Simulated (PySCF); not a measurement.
# C3H7BSi: the cost of one run

Programs: PySCF 2.14.0, with density-fitted response routines of our own. Each step states its level of theory. These are calculated values for one molecule in the gas phase, unless marked as measured. Atoms count from 0, in the outputs and in this text.

**1. The molecule as given**

12 atoms, charge 0, multiplicity 1; geometry from: PBE0-D3(BJ)/def2-SVP.

Bonds of the start (Å): B0–Si1 2.01, Si1–C2 1.89, C2–C3 1.31, C3–C4 1.31, B0–H5 1.21, B0–H6 1.21, Si1–H7 1.50, Si1–H8 1.49, C2–H9 1.10, C4–H10 1.09, C4–H11 1.09.

**2. Core-electron binding energies: SCAN, X2C**

The job: settings as JSON, then the geometry in Å.

```
{"job": {"kind": "xps"}, "charge": 0, "multiplicity": 1}
B     -2.161562     0.762121     0.636436
Si    -1.215432    -0.521636    -0.588968
C      0.387221    -0.825742     0.360908
C      1.507158    -0.214837     0.061460
C      2.608782     0.405486    -0.275758
H     -2.651164     0.361309     1.667389
H     -2.161319     1.954831     0.440318
H     -1.938651    -1.822867    -0.757360
H     -0.875647     0.024205    -1.937677
H      0.369956    -1.497113     1.230721
H      2.857523     1.385635     0.143513
H      3.314941    -0.041762    -0.982885
```

Method: delta-SCF UKS SCAN, pcX-2 on the ionised atom, pcseg-1 elsewhere, spin-free X2C.

On the command line:

```sh
OMP_NUM_THREADS=1 python probes_run.py task.json out
```

One launch serves the whole session: the jobs run in the order shown.

Q: Estimate the wall time and peak memory of this first job on 1 thread of Arm Neoverse V1, shared host.

About 36 s, with a peak of 0.48 GiB.
